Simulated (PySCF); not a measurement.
# C₅H₁₃AlO: fields and orbitals

For C₅H₁₃AlO, the scripts below see where an electron leaves and enters, localise its valence orbitals, analyse its density (charges, bond critical points, surface potential) and measure its response to a uniform field.

The runs use PySCF 2.14.0; levels as typed in each script, gas phase, geometry from GFN2-xTB.

1 further run of the same task is left out (it didn't finish).

**1. The starting structure**

SMILES `C[Al](C)OC(C)C`, 20 atoms, charge 0, spin multiplicity 1.

Bond lengths: C1–Al2 2.001 Å, C1–H8 1.094 Å, C1–H9 1.094 Å, C1–H10 1.091 Å, Al2–C3 2.001 Å, Al2–O4 1.651 Å, C3–H11 1.094 Å, C3–H12 1.094 Å, C3–H13 1.091 Å, O4–C5 1.394 Å, C5–C6 1.528 Å, C5–C7 1.528 Å, C5–H14 1.101 Å, C6–H15 1.087 Å, C6–H16 1.087 Å, C6–H17 1.088 Å, C7–H18 1.087 Å, C7–H19 1.088 Å and more. Angles: Al2–C1–H8 111.6°, Al2–C1–H9 111.5°, Al2–C1–H10 112.8°, H8–C1–H9 106.1°, H8–C1–H10 107.3°, H9–C1–H10 107.2°, C1–Al2–C3 124.9°, C1–Al2–O4 117.1°, C3–Al2–O4 118.0°, Al2–C3–H11 111.6°, Al2–C3–H12 111.5°, Al2–C3–H13 112.9°, H11–C3–H12 106.1°, H11–C3–H13 107.2°, H12–C3–H13 107.2°, Al2–O4–C5 175.1°, O4–C5–C6 109.9°, O4–C5–C7 110.0° and more.

Geometry (Å):

```xyz
20
C5H13AlO
C    -2.3754    1.6555    0.1272
Al   -1.2870   -0.0205    0.0348
C    -2.0265   -1.8463   -0.3183
O     0.3383    0.1224    0.2872
C     1.7269    0.1806    0.4002
C     2.2900    1.1826   -0.6062
C     2.3275   -1.2076    0.1842
H    -2.0391    2.3939   -0.6062
H    -2.2878    2.1369    1.1055
H    -3.4370    1.4800   -0.0529
H    -1.8288   -2.5280    0.5138
H    -1.5664   -2.3019   -1.1999
H    -3.1050   -1.8423   -0.4821
H     1.9716    0.5212    1.4181
H     3.3680    1.2670   -0.4959
H     1.8370    2.1581   -0.4469
H     2.0575    0.8537   -1.6169
H     3.4071   -1.1785    0.3067
H     2.0879   -1.5551   -0.8183
H     1.9047   -1.9062    0.9023
```

**2. Removing and adding an electron (CAM-B3LYP/6-31g*)**

Contents of input.py:

```python
import numpy as np
from pyscf import gto, scf, dft
from pyscf.scf import atom_ks, atom_hf
from scipy.linalg import block_diag

def solve(mol, dm0=None, hcore=None):
    mf = (dft.UKS if mol.spin else dft.RKS)(mol, xc='camb3lyp')
    mf.grids.level = 3
    mf = mf.density_fit(auxbasis='def2-universal-jkfit')
    mf.conv_tol, mf.max_cycle = 1e-8, 80
    if hcore is not None:
        mf.get_hcore = lambda *args: hcore
    mf.kernel(dm0)
    if not mf.converged:
        mf = mf.newton().run(mf.mo_coeff, mf.mo_occ, max_cycle=30)
    assert mf.converged, 'SCF not converged'
    return mf

mol = gto.M(atom='''
C     -2.37543     1.65551     0.12722
Al    -1.28702    -0.02046     0.03481
C     -2.02651    -1.84635    -0.31830
O      0.33835     0.12236     0.28720
C      1.72689     0.18056     0.40020
C      2.29005     1.18260    -0.60624
C      2.32748    -1.20758     0.18423
H     -2.03915     2.39387    -0.60620
H     -2.28781     2.13688     1.10545
H     -3.43704     1.47999    -0.05293
H     -1.82878    -2.52805     0.51384
H     -1.56643    -2.30193    -1.19992
H     -3.10505    -1.84232    -0.48207
H      1.97162     0.52116     1.41809
H      3.36798     1.26698    -0.49592
H      1.83701     2.15809    -0.44688
H      2.05746     0.85367    -1.61693
H      3.40712    -1.17848     0.30671
H      2.08790    -1.55508    -0.81834
H      1.90468    -1.90615     0.90230
''', basis='6-31g*', charge=0, spin=0, verbose=4)
mf = solve(mol)
out = dict(e0=mf.e_tot, dm0=mf.make_rdm1(), c=mf.mo_coeff, occ=mf.mo_occ, eps=mf.mo_energy)
for name, dq, spin in [('cation', 1, 1), ('anion', -1, 1)]:
    ion = mol.copy().set(charge=mol.charge + dq, spin=spin).build()
    mi = solve(ion)
    if spin and dq > 0 and mol.nao < 130:
        c, _, stable, _ = mi.stability(return_status=True)
        if not stable:
            mi = solve(ion, mi.make_rdm1(c, mi.mo_occ))
    print(name, 'vertical energy change / eV', (mi.e_tot - mf.e_tot) * 27.211386)
    out.update({'e_' + name: mi.e_tot, 'dm_' + name: mi.make_rdm1(), 's2_' + name: mi.spin_square()[0], 'eps_' + name: mi.mo_energy, 'occ_' + name: mi.mo_occ})
# spherically averaged free atoms, for the promolecule
atm = atom_ks.get_atm_nrks(mol, xc='camb3lyp')
pro = block_diag(*[(atm[a[0]][2] * atm[a[0]][3]) @ atm[a[0]][2].T for a in mol._atom])
np.savez('result.npz', pro=pro, **out)
```

Launch:

```
$ OMP_NUM_THREADS=1 python input.py
```

**4. Localised orbitals (M06-2X/def2-svp)**

Contents of input.py:

```python
import numpy as np
from pyscf import gto, scf, dft, lo
from pyscf.data.elements import chemcore

def solve(mol, dm0=None, hcore=None):
    mf = (dft.UKS if mol.spin else dft.RKS)(mol, xc='m062x')
    mf.grids.level = 3
    mf = mf.density_fit(auxbasis='def2-universal-jkfit')
    mf.conv_tol, mf.max_cycle = 1e-8, 80
    if hcore is not None:
        mf.get_hcore = lambda *args: hcore
    mf.kernel(dm0)
    if not mf.converged:
        mf = mf.newton().run(mf.mo_coeff, mf.mo_occ, max_cycle=30)
    assert mf.converged, 'SCF not converged'
    return mf

mol = gto.M(atom='''
C     -2.37543     1.65551     0.12722
Al    -1.28702    -0.02046     0.03481
C     -2.02651    -1.84635    -0.31830
O      0.33835     0.12236     0.28720
C      1.72689     0.18056     0.40020
C      2.29005     1.18260    -0.60624
C      2.32748    -1.20758     0.18423
H     -2.03915     2.39387    -0.60620
H     -2.28781     2.13688     1.10545
H     -3.43704     1.47999    -0.05293
H     -1.82878    -2.52805     0.51384
H     -1.56643    -2.30193    -1.19992
H     -3.10505    -1.84232    -0.48207
H      1.97162     0.52116     1.41809
H      3.36798     1.26698    -0.49592
H      1.83701     2.15809    -0.44688
H      2.05746     0.85367    -1.61693
H      3.40712    -1.17848     0.30671
H      2.08790    -1.55508    -0.81834
H      1.90468    -1.90615     0.90230
''', basis='def2-svp', charge=0, spin=0, verbose=4)
mf = solve(mol)
occ_all = mf.mo_coeff[:, mf.mo_occ > 0]
occ = occ_all[:, chemcore(mol):]
loc = lo.ibo.ibo(mol, occ, iaos=lo.iao.iao(mol, occ_all))
fock, s = mf.get_fock(), mf.get_ovlp()
ortho = lo.orth_ao(mol, 'meta_lowdin')
ortho = lo.vec_lowdin(lo.iao.iao(mol, occ_all), s)
labels = lo.iao.reference_mol(mol).ao_labels(fmt=None)
vir = lo.vvo.livvo(mol, occ_all, mf.mo_coeff[:, mf.mo_occ == 0])
both = np.hstack([loc, vir])
p = (ortho.T @ s @ both) ** 2
pop = np.array([p[[l[0] == a for l in labels]].sum(0) for a in range(mol.natm)])
spd = np.array([[p[[l[0] == a and l[2][-1] == k for l in labels]].sum(0) for k in 'spd'] for a in range(mol.natm)])
eps = np.einsum('pi,pq,qi->i', both, fock, both)
for i in np.argsort(eps):
    top = np.argsort(-pop[:, i])[:3]
    print('%3d %s %9.4f Eh ' % (i + 1, 'occ' if i < loc.shape[1] else 'vir', eps[i]), '  '.join('%s%d %.3f' % (mol.atom_symbol(a), a + 1, pop[a, i]) for a in top))
np.savez('result.npz', c=both, nocc=loc.shape[1], pop=pop, spd=spd, eps=eps, e=mf.e_tot)
```

**6. Density, bond paths and surface potential (PBE/6-311+g**)**

Contents of input.py:

```python
import numpy as np
from pyscf import gto, scf, dft
from pyscf.scf import atom_ks, atom_hf
from scipy.linalg import block_diag

def solve(mol, dm0=None, hcore=None):
    mf = (dft.UKS if mol.spin else dft.RKS)(mol, xc='pbe')
    mf.grids.level = 3
    mf = mf.density_fit(auxbasis='def2-universal-jkfit')
    mf.conv_tol, mf.max_cycle = 1e-8, 80
    if hcore is not None:
        mf.get_hcore = lambda *args: hcore
    mf.kernel(dm0)
    if not mf.converged:
        mf = mf.newton().run(mf.mo_coeff, mf.mo_occ, max_cycle=30)
    assert mf.converged, 'SCF not converged'
    return mf

mol = gto.M(atom='''
C     -2.37543     1.65551     0.12722
Al    -1.28702    -0.02046     0.03481
C     -2.02651    -1.84635    -0.31830
O      0.33835     0.12236     0.28720
C      1.72689     0.18056     0.40020
C      2.29005     1.18260    -0.60624
C      2.32748    -1.20758     0.18423
H     -2.03915     2.39387    -0.60620
H     -2.28781     2.13688     1.10545
H     -3.43704     1.47999    -0.05293
H     -1.82878    -2.52805     0.51384
H     -1.56643    -2.30193    -1.19992
H     -3.10505    -1.84232    -0.48207
H      1.97162     0.52116     1.41809
H      3.36798     1.26698    -0.49592
H      1.83701     2.15809    -0.44688
H      2.05746     0.85367    -1.61693
H      3.40712    -1.17848     0.30671
H      2.08790    -1.55508    -0.81834
H      1.90468    -1.90615     0.90230
''', basis='6-311+g**', charge=0, spin=0, verbose=4)
mf = solve(mol)
mf.analyze()
# spherically averaged free atoms, for the promolecule
atm = atom_ks.get_atm_nrks(mol, xc='pbe')
pro = block_diag(*[(atm[a[0]][2] * atm[a[0]][3]) @ atm[a[0]][2].T for a in mol._atom])
np.savez('result.npz', e=mf.e_tot, c=mf.mo_coeff, occ=mf.mo_occ, eps=mf.mo_energy, pro=pro, dip=mf.dip_moment(verbose=0), s2=mf.spin_square()[0])
```

**8. Response to an electric field (PBE0/6-31+g*)**

Edit input.py of step 6 so:

```diff
@@ -6,3 +6,3 @@
 def solve(mol, dm0=None, hcore=None):
-    mf = (dft.UKS if mol.spin else dft.RKS)(mol, xc='pbe')
+    mf = (dft.UKS if mol.spin else dft.RKS)(mol, xc='pbe0')
     mf.grids.level = 3
@@ -39,8 +39,14 @@
 H      1.90468    -1.90615     0.90230
-''', basis='6-311+g**', charge=0, spin=0, verbose=4)
+''', basis='6-31+g*', charge=0, spin=0, verbose=4)
+field = np.array([0.0, 0.0, 0.01])  # atomic units
+mol.set_common_orig(mol.atom_charges() @ mol.atom_coords() / mol.atom_charges().sum())
 mf = solve(mol)
-mf.analyze()
+out = dict(dm0=mf.make_rdm1(), d0=mf.dip_moment(unit='AU'), e0=mf.e_tot)
+for name, sign in (('p', 1), ('m', -1)):
+    h = mf.get_hcore() + sign * np.einsum('x,xij->ij', field, mol.intor('int1e_r'))
+    mi = solve(mol, mf.make_rdm1(), h)
+    out.update({'dm' + name: mi.make_rdm1(), 'd' + name: mi.dip_moment(unit='AU'), 'e' + name: mi.e_tot})
 # spherically averaged free atoms, for the promolecule
-atm = atom_ks.get_atm_nrks(mol, xc='pbe')
+atm = atom_ks.get_atm_nrks(mol, xc='pbe0')
 pro = block_diag(*[(atm[a[0]][2] * atm[a[0]][3]) @ atm[a[0]][2].T for a in mol._atom])
-np.savez('result.npz', e=mf.e_tot, c=mf.mo_coeff, occ=mf.mo_occ, eps=mf.mo_energy, pro=pro, dip=mf.dip_moment(verbose=0), s2=mf.spin_square()[0])
+np.savez('result.npz', pro=pro, **out)
```

(Steps that only read results are left out.)

**Question.** What will these runs give? Wanted: vertical ionisation energy; vertical electron affinity; dipole moment; HOMO, LUMO; polarisability along the field.

**Answer**, as computed:

```
                                                  quantity            value
             vertical ionisation energy (CAM-B3LYP/6-31g*)          8.94 eV
             vertical electron affinity (CAM-B3LYP/6-31g*)         -2.51 eV
localised occupied orbitals above −45 eV (M06-2X/def2-svp)               21
                             dipole moment (PBE/6-311+g**)           0.61 D
                                HOMO, LUMO (PBE/6-311+g**)  -5.80, -0.84 eV
             polarisability along the field (PBE0/6-31+g*)       71.7 bohr³
```

**Reading.** The ionisation energy from two SCF runs, 8.94 eV, lies 0.7 eV above −ε(HOMO) = 8.19 eV of the same level, CAM-B3LYP/6-31g*. At PBE/6-311+g**: The highest Hirshfeld charge is on Al2 (+0.55 e), the lowest on O4 (−0.28 e). The geometry was not optimised at these levels.
